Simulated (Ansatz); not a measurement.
# GaPH2 (quintet): from Hartree-Fock to the top rungs, cc-pVDZ

How much of the correlation energy of GaPH2 (quintet) does each wave-function method recover here?

The runs use Ansatz 0.2.0, Gaussian basis; cc-pVDZ, core rule «outside noble gas», up to 19 orbitals frozen.

The runs, in order: UHF; CCSD(T) on ROHF; CCSD(T) on UHF; BCCD(T) on ROHF; CISD; CCSDT(Q) on ROHF; CCSDT(Q) on UHF.

52 further runs of the same task are left out: 16 for a known fault of the program, 17 that didn't finish, 19 set aside as unsound or not needed.

### Step 1. The system

The geometry is a PBE0/def2-TZVP stationary point (not a proven minimum) of the parent state, kept for this charge and spin. No spin-orbit coupling is included. The filled d shell of Ga may be among the frozen orbitals whatever the setting's name suggests; the logs give the count.

4 atoms, charge 0, spin multiplicity 5.

Atoms are counted from 1 here; the program's logs count them from 0.

Bond lengths: P1–Ga2 2.322 Å, Ga2–H3 1.571 Å, Ga2–H4 1.571 Å. Angles: P1–Ga2–H3 119.7°, P1–Ga2–H4 119.7°, H3–Ga2–H4 120.7°.

### Step 2. UHF

File in.yaml:

```yaml
crystal:
  periodic: [false, false, false]
  atoms:
    - {symbol: P, position_ang: [0.000000, 0.000000, 1.637183]}
    - {symbol: Ga, position_ang: [0.000000, 0.000000, -0.685019]}
    - {symbol: H, position_ang: [0.000000, -1.364953, -1.462469]}
    - {symbol: H, position_ang: [0.000000, 1.364953, -1.462469]}
basis:
  gaussian: {orbitals: cc-pVDZ}
magnetization: {spin_polarized: true, initial_magnetization: 4}
hamiltonian: {xc: hf}
output: {orbitals: {seedname: orbitals}}
```

On the command line:

```
> ansatz run in.yaml --threads 1 --pin off --events-out ev --progress --plain --max-ram 2393MiB
```

Further steps of the session: CCSD(T) on ROHF; CCSD(T) on UHF; BCCD(T) on ROHF; CISD; CCSDT(Q) on ROHF; CCSDT(Q) on UHF.

Before running them: what should the planned runs give, taken together? Wanted: UCCSDT(Q) below the RHF energy; RMP2 from UCCSDT(Q); UMP2 from UCCSDT(Q); RCCSD from UCCSDT(Q); RCCSD(T) from UCCSDT(Q); UCCSD(T) from UCCSDT(Q); RCCSDT(Q) from UCCSDT(Q); T1 diagnostic.

As calculated:

| quantity | value |
| --- | --- |
| UCCSDT(Q) below the RHF energy | -4.8404 eV |
| RMP2 from UCCSDT(Q) | +1166.5 meV |
| UMP2 from UCCSDT(Q) | +1168.8 meV |
| RCCSD from UCCSDT(Q) | +158.6 meV |
| RCCSD(T) from UCCSDT(Q) | +43.3 meV |
| UCCSD(T) from UCCSDT(Q) | +36.8 meV |
| RCCSDT(Q) from UCCSDT(Q) | +6.8 meV |
| levels within 1 kcal/mol (43 meV) | RCCSD(T), UCCSD(T), BCCD(T), RCCSDT, UCCSDT, RCCSDT(Q) |
| T1 diagnostic | 0.024 |

RCCSD(T) lands +43.3 meV from the yardstick (0.9 % of the correlation energy). These misses are within one basis, not against nature; the frozen cores of restricted and unrestricted runs differ, which can shift their rows.
